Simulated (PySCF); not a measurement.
# C₂HBrF₂: NMR shieldings

Wanted: NMR shieldings for C₂HBrF₂ (`FC(F)=CBr`).

Programs: PySCF 2.14.0, with routines of our own; each step states its level. All values are computed. Atoms count from 0.

### Step 1. The system as given

6 atoms, charge 0, multiplicity 1; geometry from: GFN2-xTB.

### Step 2. Optimising the geometry at PBE0-D3(BJ)/def2-SVP

What the job is given:

```
{"job": {"xc": "PBE0", "basis": "def2-SVP", "d3": "d3bj", "grid": 1, "maxiter": 30, "shake": 0.01, "kind": "geom"}, "charge": 0, "multiplicity": 1}
F     -0.752080     1.269830     0.871710
C     -0.628520     0.249380     0.071100
F     -1.809940    -0.107920    -0.450800
C      0.541590    -0.371160    -0.202040
Br     2.144570     0.145050     0.530130
H      0.528550    -1.215190    -0.864770
```

On the command line:

```
$ OMP_NUM_THREADS=1 python heavy_run.py task.json out
```

The driver reads the jobs from task.json and runs them one after another.

The log of the run:

```text
step   0  E = -2849.51920669  max force = 0.036358
step   1  E = -2849.51852632  max force = 0.014995
step   2  E = -2849.52040236  max force = 0.008872
step   3  E = -2849.52119862  max force = 0.004348
step   4  E = -2849.52122729  max force = 0.002477
step   5  E = -2849.52125759  max force = 0.001105
step   6  E = -2849.52127597  max force = 0.000335
step   7  E = -2849.52127636  max force = 0.000215
optimisation converged
```

Wall time 24 s (1 thread of Arm Neoverse V1, shared host); peak memory 0.37 GiB.

Along the way: (the energy doesn't fall at every step)

| step | energy from step 0 (eV) | largest force component (eV/Å) |
| --- | --- | --- |
| 0 | 0.0000 | 1.8696 |
| 1 | 0.0185 | 0.7711 |
| 2 | -0.0325 | 0.4562 |
| 3 | -0.0542 | 0.2236 |
| 4 | -0.0550 | 0.1274 |
| 5 | -0.0558 | 0.0568 |
| 6 | -0.0563 | 0.0172 |
| 7 | -0.0563 | 0.0111 |

Distances of close pairs at the start and the end, largest changes first:

```csv
bond,before (Å),after (Å),change (Å)
C1–F2,1.340,1.309,-0.032
C3–Br4,1.836,1.863,+0.026
C1–C3,1.352,1.330,-0.023
C3–H5,1.073,1.089,+0.016
F0–C1,1.303,1.303,+0.001
```

The final coordinates are the input of the step that follows.

```
                         at the end point                 value
  point group (found at 0.08 Å tolerance)                    Cs
rotational constants (GHz, main isotopes)  10.788, 1.448, 1.277
                        dipole moment (D)                  0.85
```

### Step 3. NMR shieldings: PBE/pcJ-1 Br:dyall-v2z (PBE), spin–orbit

What the job is given:

```
{"job": {"kind": "hnmr", "xc": "PBE", "basis": {"default": "pcJ-1", "Br": "dyall-v2z"}, "rel": "so"}, "charge": 0, "multiplicity": 1}
F     -0.344291     1.358648     0.994560
C     -0.541520     0.364179     0.175282
F     -1.805004     0.261583    -0.149336
C      0.396874    -0.457407    -0.285929
Br     2.190970    -0.296401     0.188784
H      0.128424    -1.261841    -0.968861
```

Level: PBE/pcJ-1 Br:dyall-v2z GIAO NMR shielding, X2C with spin-orbit coupling, screened-nuclear two-electron part, Gaussian nuclei, gas phase.

The log of the run:

```text
spin-free SCF
coarse grid: 30768 points
cycle   1  E = -2882.2910132724  dE =  6.391e-01  |g| = 6.831e-01  |ddm| = 2.418e+00
cycle   2  E = -2882.1118288889  dE =  1.792e-01  |g| = 1.179e+00  |ddm| = 1.008e+00
cycle   3  E = -2882.3478531501  dE = -2.360e-01  |g| = 1.929e-01  |ddm| = 7.655e-01
cycle   4  E = -2882.3516525538  dE = -3.799e-03  |g| = 1.571e-01  |ddm| = 2.890e-01
cycle   5  E = -2882.3570788529  dE = -5.426e-03  |g| = 3.282e-02  |ddm| = 1.387e-01
cycle   6  E = -2882.3572736066  dE = -1.948e-04  |g| = 9.646e-03  |ddm| = 2.663e-02
cycle   7  E = -2882.3572955522  dE = -2.195e-05  |g| = 1.928e-03  |ddm| = 1.269e-02
cycle   8  E = -2882.3572963064  dE = -7.541e-07  |g| = 4.893e-04  |ddm| = 2.431e-03
final grid: 64072 points
cycle   9  E = -2882.3575371398  dE = -4.951e-08  |g| = 1.249e-03  |ddm| = 1.010e-03
cycle  10  E = -2882.3575368358  dE =  3.040e-07  |g| = 1.541e-03  |ddm| = 1.605e-03
cycle  11  E = -2882.3575372136  dE = -3.778e-07  |g| = 5.112e-04  |ddm| = 1.339e-03
cycle  12  E = -2882.3575372508  dE = -3.724e-08  |g| = 1.223e-04  |ddm| = 2.966e-04
cycle  13  E = -2882.3575372533  dE = -2.462e-09  |g| = 3.440e-05  |ddm| = 1.180e-04
converged SCF energy = -2882.3575372533
two-component SCF
cycle   1  E = -2882.2906215704  dE = -2.882e+03  |FDS-SDF| = 2.196e+01
cycle   2  E = -2882.4358207118  dE = -1.452e-01  |FDS-SDF| = 7.953e-03
cycle   3  E = -2882.4358205614  dE =  1.504e-07  |FDS-SDF| = 2.897e-03
cycle   4  E = -2882.4358200989  dE =  4.625e-07  |FDS-SDF| = 2.396e-03
cycle   5  E = -2882.4358207502  dE = -6.512e-07  |FDS-SDF| = 1.170e-03
cycle   6  E = -2882.4358210602  dE = -3.100e-07  |FDS-SDF| = 5.096e-05
cycle   7  E = -2882.4358210604  dE = -1.501e-10  |FDS-SDF| = 4.520e-05
converged, E = -2882.4358210604

Field gradients (au) and densities at the nuclei (bohr^-3)
atom        Vxx        Vyy        Vzz        centre      nuclear mean
  0 F     -1.1968    -1.5416     2.7384        450.291        450.272
  1 C     -0.1686    -0.2615     0.4301        126.125        126.123
  2 F     -1.2759    -1.4927     2.7686        450.285        450.266
  3 C     -0.1444    -0.1681     0.3125        126.096        126.094
  4 Br    -4.1119    -4.6295     8.7414      40852.200      40792.267
  5 H     -0.1291    -0.1723     0.3014          0.469          0.469
without picture change
  4 Br                           9.0348                     66306.930

Core orbital energies (eV)
atom   shell        mean    spread
  4 Br 1s       -13301.297   0.000
  4 Br 2s        -1730.533   0.000
  4 Br 3s         -237.206   0.000
  4 Br 4s          -20.590   0.000
  4 Br 2p1/2     -1557.988   0.000
  4 Br 2p3/2     -1510.975   0.090
  4 Br 3p1/2      -177.308   0.000
  4 Br 3p3/2      -170.499   0.281
  4 Br 3d3/2       -66.698   0.285
  4 Br 3d5/2       -65.635   0.386

Shielding tensors (ppm)
atom      isotropic    diamagn.    paramagn.     s11        s22        s33       span
  0 F       243.23      469.74     -226.51     183.47     272.32     273.92      90.45
  1 C        13.84      247.33     -233.48     -78.65      44.87      75.31     153.96
  2 F       240.41      469.98     -229.58     175.26     252.45     293.52     118.25
  3 C       116.79      254.04     -137.25      68.18     122.94     159.26      91.08
  4 Br     2555.27     2985.33     -430.06    2185.11    2446.44    3034.26     849.15
  5 H        26.53       28.89       -2.36      20.83      26.09      32.69      11.86
```

Run time: 25 s. Hardware: 1 thread of Arm Neoverse V1, shared host; peak memory 0.91 GiB.

In short:

```
                       quantity       value
energy from spin-orbit coupling  -0.0783 Eh
```

### Step 4. NMR shieldings: KT2/pcJ-1 Br:dyall-v2z (KT2), spin–orbit

What the job is given:

```
{"job": {"kind": "hnmr", "xc": "KT2", "basis": {"default": "pcJ-1", "Br": "dyall-v2z"}, "rel": "so"}, "charge": 0, "multiplicity": 1}
F     -0.344291     1.358648     0.994560
C     -0.541520     0.364179     0.175282
F     -1.805004     0.261583    -0.149336
C      0.396874    -0.457407    -0.285929
Br     2.190970    -0.296401     0.188784
H      0.128424    -1.261841    -0.968861
```

Method: KT2/pcJ-1 Br:dyall-v2z GIAO NMR shielding, X2C with spin-orbit coupling, screened-nuclear two-electron part, Gaussian nuclei, gas phase.

The log of the run:

```text
spin-free SCF
coarse grid: 30768 points
cycle   1  E = -2896.9997716784  dE =  6.726e-01  |g| = 1.337e+00  |ddm| = 2.415e+00
cycle   2  E = -2896.7972447390  dE =  2.025e-01  |g| = 1.455e+00  |ddm| = 1.196e+00
cycle   3  E = -2897.0526244284  dE = -2.554e-01  |g| = 4.783e-01  |ddm| = 1.034e+00
cycle   4  E = -2897.0888390173  dE = -3.621e-02  |g| = 1.888e-01  |ddm| = 4.298e-01
cycle   5  E = -2897.0957810038  dE = -6.942e-03  |g| = 7.539e-02  |ddm| = 2.156e-01
cycle   6  E = -2897.0969622321  dE = -1.181e-03  |g| = 1.290e-02  |ddm| = 6.430e-02
cycle   7  E = -2897.0969898345  dE = -2.760e-05  |g| = 7.087e-03  |ddm| = 1.775e-02
cycle   8  E = -2897.0970014710  dE = -1.164e-05  |g| = 1.154e-03  |ddm| = 8.434e-03
cycle   9  E = -2897.0970016804  dE = -2.094e-07  |g| = 3.413e-04  |ddm| = 9.872e-04
final grid: 64072 points
cycle  10  E = -2897.0969651328  dE = -3.199e-06  |g| = 4.048e-02  |ddm| = 7.084e-04
cycle  11  E = -2897.0969649629  dE =  1.700e-07  |g| = 1.638e-03  |ddm| = 1.056e-03
cycle  12  E = -2897.0969641860  dE =  7.769e-07  |g| = 2.623e-03  |ddm| = 2.160e-03
cycle  13  E = -2897.0969651945  dE = -1.009e-06  |g| = 8.147e-05  |ddm| = 1.482e-03
cycle  14  E = -2897.0969651959  dE = -1.394e-09  |g| = 2.927e-05  |ddm| = 9.508e-05
converged SCF energy = -2897.0969651959
two-component SCF
cycle   1  E = -2897.0297537536  dE = -2.897e+03  |FDS-SDF| = 2.202e+01
cycle   2  E = -2897.1752659530  dE = -1.455e-01  |FDS-SDF| = 8.113e-03
cycle   3  E = -2897.1752657438  dE =  2.092e-07  |FDS-SDF| = 2.757e-03
cycle   4  E = -2897.1752650799  dE =  6.640e-07  |FDS-SDF| = 2.522e-03
cycle   5  E = -2897.1752660450  dE = -9.651e-07  |FDS-SDF| = 1.073e-03
cycle   6  E = -2897.1752663008  dE = -2.559e-07  |FDS-SDF| = 5.122e-05
cycle   7  E = -2897.1752663009  dE = -9.959e-11  |FDS-SDF| = 4.322e-05
converged, E = -2897.1752663009

Field gradients (au) and densities at the nuclei (bohr^-3)
atom        Vxx        Vyy        Vzz        centre      nuclear mean
  0 F     -1.3045    -1.6170     2.9215        461.703        461.683
  1 C     -0.1745    -0.2459     0.4204        131.224        131.221
  2 F     -1.3901    -1.5652     2.9553        461.697        461.677
  3 C     -0.1454    -0.1668     0.3122        131.184        131.182
  4 Br    -4.0747    -4.4717     8.5464      41423.208      41358.181
  5 H     -0.1274    -0.1711     0.2984          0.486          0.486
without picture change
  4 Br                           8.8347                     67351.414

Core orbital energies (eV)
atom   shell        mean    spread
  4 Br 1s       -13348.764   0.000
  4 Br 2s        -1740.214   0.000
  4 Br 3s         -240.604   0.000
  4 Br 4s          -20.710   0.000
  4 Br 2p1/2     -1565.372   0.000
  4 Br 2p3/2     -1518.172   0.081
  4 Br 3p1/2      -179.820   0.000
  4 Br 3p3/2      -172.988   0.274
  4 Br 3d3/2       -68.281   0.276
  4 Br 3d5/2       -67.208   0.373

Shielding tensors (ppm)
atom      isotropic    diamagn.    paramagn.     s11        s22        s33       span
  0 F       252.29      473.40     -221.10     196.59     275.18     285.11      88.52
  1 C        26.36      250.75     -224.39     -60.83      55.46      84.46     145.29
  2 F       248.76      473.62     -224.86     187.60     252.61     306.06     118.45
  3 C       129.77      257.93     -128.16      87.52     135.77     166.03      78.52
  4 Br     2602.44     2992.01     -389.57    2246.14    2491.91    3069.27     823.12
  5 H        26.62       28.89       -2.27      20.61      26.16      33.08      12.47
```

It took 25 s on 1 thread of Arm Neoverse V1, shared host; peak memory 0.9 GiB.

From this job:

| quantity | value |
| --- | --- |
| energy from spin-orbit coupling | -0.0783 Eh |

### Step 5. NMR shieldings: B3LYP/pcJ-1 Br:dyall-v2z (B3LYP), spin–orbit

What the job is given:

```
{"job": {"kind": "hnmr", "xc": "B3LYP", "basis": {"default": "pcJ-1", "Br": "dyall-v2z"}, "rel": "so"}, "charge": 0, "multiplicity": 1}
F     -0.344291     1.358648     0.994560
C     -0.541520     0.364179     0.175282
F     -1.805004     0.261583    -0.149336
C      0.396874    -0.457407    -0.285929
Br     2.190970    -0.296401     0.188784
H      0.128424    -1.261841    -0.968861
```

Level: B3LYP/pcJ-1 Br:dyall-v2z GIAO NMR shielding, X2C with spin-orbit coupling, screened-nuclear two-electron part, Gaussian nuclei, gas phase.

The log of the run:

```text
spin-free SCF
coarse grid: 30768 points
cycle   1  E = -2882.9424212034  dE =  6.981e-01  |g| = 6.725e-01  |ddm| = 2.371e+00
cycle   2  E = -2882.8460520329  dE =  9.637e-02  |g| = 1.024e+00  |ddm| = 8.900e-01
cycle   3  E = -2883.0129776339  dE = -1.669e-01  |g| = 6.701e-02  |ddm| = 5.575e-01
cycle   4  E = -2883.0134402938  dE = -4.627e-04  |g| = 4.489e-02  |ddm| = 8.159e-02
cycle   5  E = -2883.0138100246  dE = -3.697e-04  |g| = 1.392e-02  |ddm| = 4.065e-02
cycle   6  E = -2883.0138471818  dE = -3.716e-05  |g| = 3.547e-03  |ddm| = 1.017e-02
cycle   7  E = -2883.0138493629  dE = -2.181e-06  |g| = 6.564e-04  |ddm| = 3.065e-03
final grid: 64072 points
cycle   8  E = -2883.0139917873  dE =  2.382e-08  |g| = 8.979e-04  |ddm| = 1.633e-03
cycle   9  E = -2883.0139916530  dE =  1.344e-07  |g| = 1.302e-03  |ddm| = 1.861e-03
cycle  10  E = -2883.0139919093  dE = -2.563e-07  |g| = 1.270e-04  |ddm| = 1.042e-03
cycle  11  E = -2883.0139919121  dE = -2.808e-09  |g| = 2.832e-05  |ddm| = 9.834e-05
converged SCF energy = -2883.0139919121
two-component SCF
cycle   1  E = -2882.9471079421  dE = -2.883e+03  |FDS-SDF| = 2.195e+01
cycle   2  E = -2883.0921318828  dE = -1.450e-01  |FDS-SDF| = 7.791e-02
cycle   3  E = -2883.0922334449  dE = -1.016e-04  |FDS-SDF| = 3.358e-03
cycle   4  E = -2883.0922403826  dE = -6.938e-06  |FDS-SDF| = 2.003e-03
cycle   5  E = -2883.0922411442  dE = -7.616e-07  |FDS-SDF| = 7.401e-04
cycle   6  E = -2883.0922414932  dE = -3.490e-07  |FDS-SDF| = 1.360e-04
cycle   7  E = -2883.0922415015  dE = -8.340e-09  |FDS-SDF| = 8.023e-05
converged, E = -2883.0922415015

Field gradients (au) and densities at the nuclei (bohr^-3)
atom        Vxx        Vyy        Vzz        centre      nuclear mean
  0 F     -1.2519    -1.5803     2.8322        449.692        449.673
  1 C     -0.2049    -0.2348     0.4398        125.960        125.958
  2 F     -1.3258    -1.5349     2.8607        449.686        449.667
  3 C     -0.1389    -0.1629     0.3018        125.938        125.936
  4 Br    -4.2662    -4.7288     8.9951      40821.812      40761.866
  5 H     -0.1272    -0.1701     0.2973          0.475          0.475
without picture change
  4 Br                           9.2983                     66251.023

Core orbital energies (eV)
atom   shell        mean    spread
  4 Br 1s       -13353.291   0.000
  4 Br 2s        -1749.847   0.000
  4 Br 3s         -245.175   0.000
  4 Br 4s          -22.461   0.000
  4 Br 2p1/2     -1574.630   0.000
  4 Br 2p3/2     -1527.326   0.079
  4 Br 3p1/2      -183.989   0.000
  4 Br 3p3/2      -177.062   0.260
  4 Br 3d3/2       -70.871   0.285
  4 Br 3d5/2       -69.781   0.386

Shielding tensors (ppm)
atom      isotropic    diamagn.    paramagn.     s11        s22        s33       span
  0 F       259.93      470.27     -210.34     204.58     282.80     292.40      87.81
  1 C        12.17      246.60     -234.43     -89.15      49.34      76.34     165.49
  2 F       258.25      470.49     -212.23     198.96     262.27     313.53     114.57
  3 C       113.64      253.50     -139.86      58.14     120.66     162.13     103.99
  4 Br     2582.90     2985.45     -402.55    2214.06    2456.88    3077.76     863.70
  5 H        26.58       28.86       -2.28      20.98      26.24      32.54      11.56
```

Run time: 72 s. Hardware: 1 thread of Arm Neoverse V1, shared host; peak memory 1.1 GiB.

Key values:

```csv
quantity,value
energy from spin-orbit coupling,-0.0782 Eh
```

### Step 6. NMR shieldings: BHandHLYP/pcJ-1 Br:dyall-v2z (BHandHLYP), spin–orbit

What the job is given:

```
{"job": {"kind": "hnmr", "xc": "BHandHLYP", "basis": {"default": "pcJ-1", "Br": "dyall-v2z"}, "rel": "so"}, "charge": 0, "multiplicity": 1}
F     -0.344291     1.358648     0.994560
C     -0.541520     0.364179     0.175282
F     -1.805004     0.261583    -0.149336
C      0.396874    -0.457407    -0.285929
Br     2.190970    -0.296401     0.188784
H      0.128424    -1.261841    -0.968861
```

Level: BHandHLYP/pcJ-1 Br:dyall-v2z GIAO NMR shielding, X2C with spin-orbit coupling, screened-nuclear two-electron part, Gaussian nuclei, gas phase.

The log of the run:

```text
spin-free SCF
coarse grid: 30768 points
cycle   1  E = -2882.7329511720  dE =  8.028e-01  |g| = 6.850e-01  |ddm| = 2.324e+00
cycle   2  E = -2882.7256251967  dE =  7.326e-03  |g| = 7.530e-01  |ddm| = 7.861e-01
cycle   3  E = -2882.8165207917  dE = -9.090e-02  |g| = 4.750e-02  |ddm| = 4.161e-01
cycle   4  E = -2882.8168272353  dE = -3.064e-04  |g| = 2.011e-02  |ddm| = 3.749e-02
cycle   5  E = -2882.8168711341  dE = -4.390e-05  |g| = 5.005e-03  |ddm| = 1.270e-02
cycle   6  E = -2882.8168755068  dE = -4.373e-06  |g| = 1.963e-03  |ddm| = 5.518e-03
final grid: 64072 points
cycle   7  E = -2882.8169728847  dE =  3.299e-07  |g| = 2.540e-03  |ddm| = 3.601e-03
cycle   8  E = -2882.8169719908  dE =  8.939e-07  |g| = 3.212e-03  |ddm| = 4.050e-03
cycle   9  E = -2882.8169743128  dE = -2.322e-06  |g| = 1.202e-04  |ddm| = 2.269e-03
cycle  10  E = -2882.8169743144  dE = -1.655e-09  |g| = 3.725e-05  |ddm| = 7.623e-05
converged SCF energy = -2882.8169743144
two-component SCF
cycle   1  E = -2882.7502137910  dE = -2.883e+03  |FDS-SDF| = 2.192e+01
cycle   2  E = -2882.8945203660  dE = -1.443e-01  |FDS-SDF| = 1.884e-01
cycle   3  E = -2882.8948825652  dE = -3.622e-04  |FDS-SDF| = 1.066e-02
cycle   4  E = -2882.8949191960  dE = -3.663e-05  |FDS-SDF| = 3.215e-03
cycle   5  E = -2882.8949307272  dE = -1.153e-05  |FDS-SDF| = 1.766e-03
cycle   6  E = -2882.8949332233  dE = -2.496e-06  |FDS-SDF| = 7.641e-04
cycle   7  E = -2882.8949339362  dE = -7.130e-07  |FDS-SDF| = 1.049e-04
cycle   8  E = -2882.8949339505  dE = -1.429e-08  |FDS-SDF| = 4.946e-05
converged, E = -2882.8949339505

Field gradients (au) and densities at the nuclei (bohr^-3)
atom        Vxx        Vyy        Vzz        centre      nuclear mean
  0 F     -1.3126    -1.6118     2.9245        449.274        449.255
  1 C     -0.1784    -0.2404     0.4187        125.758        125.756
  2 F     -1.3797    -1.5719     2.9516        449.268        449.248
  3 C     -0.1089    -0.1799     0.2888        125.728        125.726
  4 Br    -4.3965    -4.7382     9.1347      40794.725      40734.999
  5 H     -0.1264    -0.1695     0.2959          0.467          0.467
without picture change
  4 Br                           9.4447                     66197.013

Core orbital energies (eV)
atom   shell        mean    spread
  4 Br 1s       -13431.108   0.000
  4 Br 2s        -1778.547   0.000
  4 Br 3s         -257.400   0.000
  4 Br 4s          -24.949   0.000
  4 Br 2p1/2     -1598.527   0.000
  4 Br 2p3/2     -1550.819   0.061
  4 Br 3p1/2      -193.988   0.000
  4 Br 3p3/2      -186.905   0.228
  4 Br 3d3/2       -76.857   0.286
  4 Br 3d5/2       -75.730   0.386

Shielding tensors (ppm)
atom      isotropic    diamagn.    paramagn.     s11        s22        s33       span
  0 F       280.35      470.01     -189.66     228.23     295.98     316.84      88.61
  1 C        18.86      246.00     -227.14     -89.81      60.33      86.06     175.87
  2 F       279.89      470.23     -190.34     226.06     277.15     336.47     110.41
  3 C       118.00      252.84     -134.84      55.31     128.04     170.66     115.35
  4 Br     2676.21     2985.28     -309.07    2336.34    2553.31    3138.99     802.65
  5 H        26.52       28.52       -2.00      20.78      26.44      32.34      11.55
```

It took 87 s on 1 thread of Arm Neoverse V1, shared host; peak memory 1.3 GiB.

In short:

| quantity | value |
| --- | --- |
| energy from spin-orbit coupling | -0.0780 Eh |

### Step 7. Shieldings side by side

```
                                                         run     Br4     F2     F0     C3    C1    H5  time
            step 3, PBE/pcJ-1 Br:dyall-v2z (PBE), spin–orbit  2555.3  240.4  243.2  116.8  13.8  26.5  25 s
            step 4, KT2/pcJ-1 Br:dyall-v2z (KT2), spin–orbit  2602.4  248.8  252.3  129.8  26.4  26.6  25 s
        step 5, B3LYP/pcJ-1 Br:dyall-v2z (B3LYP), spin–orbit  2582.9  258.3  259.9  113.6  12.2  26.6  72 s
step 6, BHandHLYP/pcJ-1 Br:dyall-v2z (BHandHLYP), spin–orbit  2676.2  279.9  280.4  118.0  18.9  26.5  87 s
```

### Step 8. Summary of results

| quantity | value |
| --- | --- |
| point group | Cs |
| rotational constants (main isotopes) | 10.79, 1.45, 1.28 GHz |
| energy from spin-orbit coupling (step 3, PBE/pcJ-1 Br:dyall-v2z (PBE), spin–orbit) | -0.0783 Eh |
| shieldings (step 3, PBE/pcJ-1 Br:dyall-v2z (PBE), spin–orbit) | F0 243.2, C1 13.8, F2 240.4, C3 116.8, Br4 2555.3, H5 26.5 ppm |
| energy from spin-orbit coupling (step 4, KT2/pcJ-1 Br:dyall-v2z (KT2), spin–orbit) | -0.0783 Eh |
| shieldings (step 4, KT2/pcJ-1 Br:dyall-v2z (KT2), spin–orbit) | F0 252.3, C1 26.4, F2 248.8, C3 129.8, Br4 2602.4, H5 26.6 ppm |
| energy from spin-orbit coupling (step 5, B3LYP/pcJ-1 Br:dyall-v2z (B3LYP), spin–orbit) | -0.0782 Eh |
| shieldings (step 5, B3LYP/pcJ-1 Br:dyall-v2z (B3LYP), spin–orbit) | F0 259.9, C1 12.2, F2 258.3, C3 113.6, Br4 2582.9, H5 26.6 ppm |
| energy from spin-orbit coupling (step 6, BHandHLYP/pcJ-1 Br:dyall-v2z (BHandHLYP), spin–orbit) | -0.0780 Eh |
| shieldings (step 6, BHandHLYP/pcJ-1 Br:dyall-v2z (BHandHLYP), spin–orbit) | F0 280.4, C1 18.9, F2 279.9, C3 118.0, Br4 2676.2, H5 26.5 ppm |

What this shows: The optimisation took 7 steps and gained 0.056 eV; among the close pairs (by a distance rule), C1–F2 changed most, from 1.340 to 1.309 Å. No frequency check was run at this level, so the end point may be a saddle. In step 3, Br4 has the widest tensor, 849 ppm. Br4 moves most between the runs, by 121 ppm; the labels say what changes from run to run.
